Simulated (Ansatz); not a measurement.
# HCl: the cost of one run

Method: DFT PBE+D3(BJ), plane waves, PAW, scalar-relativistic, no spin polarisation, in Ansatz 0.2.0.

## Step 1: The system as given

The cell holds 12 atoms (Cl6H6): a = 6.506 Å, b = 6.506 Å, c = 6.506 Å, α = 90.00°, β = 90.00°, γ = 90.00°.

Coordinates:

```xyz
12
Lattice="6.5061 0.0000 0.0000 0.0000 6.5061 0.0000 0.0000 0.0000 6.5061" Properties=species:S:1:pos:R:3 pbc="T T T"
Cl    4.3575    3.3564    4.9106
H     4.0196    2.6641    3.8884
Cl    1.6759    5.3293    0.1198
H     0.4351    5.5982   -0.0426
Cl    5.0750    4.8932    2.0566
H     5.1271    5.0881    0.7927
Cl    0.8764    3.1993    4.5147
H     0.8803    3.2370    3.2353
Cl    3.3007    6.8404    3.7376
H     3.3130    5.5651    3.8468
Cl    6.8997    1.4868    1.4799
H     5.8129    1.2978    0.8306
```

## Step 2: Relaxing the start

Input file input.yaml:

```yaml
accuracy: low
crystal:
  lattice:
    - [6.506109, 0.0, 0.0]
    - [0.0, 6.506109, 0.0]
    - [0.0, 0.0, 6.506109]
  atoms:
    - { symbol: Cl, position: [0.6697518, 0.5158801, 0.754765] }
    - { symbol: H, position: [0.6178173, 0.4094704, 0.5976524] }
    - { symbol: Cl, position: [0.2575868, 0.8191206, 0.0184178] }
    - { symbol: H, position: [0.066869, 0.8604467, -0.0065517] }
    - { symbol: Cl, position: [0.7800352, 0.7520889, 0.3161061] }
    - { symbol: H, position: [0.7880499, 0.7820552, 0.1218322] }
    - { symbol: Cl, position: [0.1347099, 0.4917353, 0.6939244] }
    - { symbol: H, position: [0.1353036, 0.4975261, 0.4972757] }
    - { symbol: Cl, position: [0.5073235, 1.0513772, 0.5744718] }
    - { symbol: H, position: [0.5092153, 0.855369, 0.5912585] }
    - { symbol: Cl, position: [1.0605009, 0.2285302, 0.2274588] }
    - { symbol: H, position: [0.8934586, 0.1994785, 0.1276718] }
basis:
  ecutwfc: 420.0
kpoints:
  mp_grid: { grid: [1, 1, 1] }
hamiltonian:
  xc: pbe
  dispersion: d3bj
scf:
  occupations: { method: fermi_dirac, width: 0.05 }
  lower_state_search: "off"
relax:
  f_tol: 0.3
  max_steps: 15
  adjacent_minimum: "off"
```

Run with:

```sh
$ ansatz run input.yaml --threads 1 --pin off --max-ram 3072MiB --backend cpu --events-out ev --progress --plain --runs-dir out
```

**Question.** How long does this run take on 1 thread of Arm Neoverse V1, shared host, and how much memory does it need?

About 13 s, with a peak of 0.32 GiB.
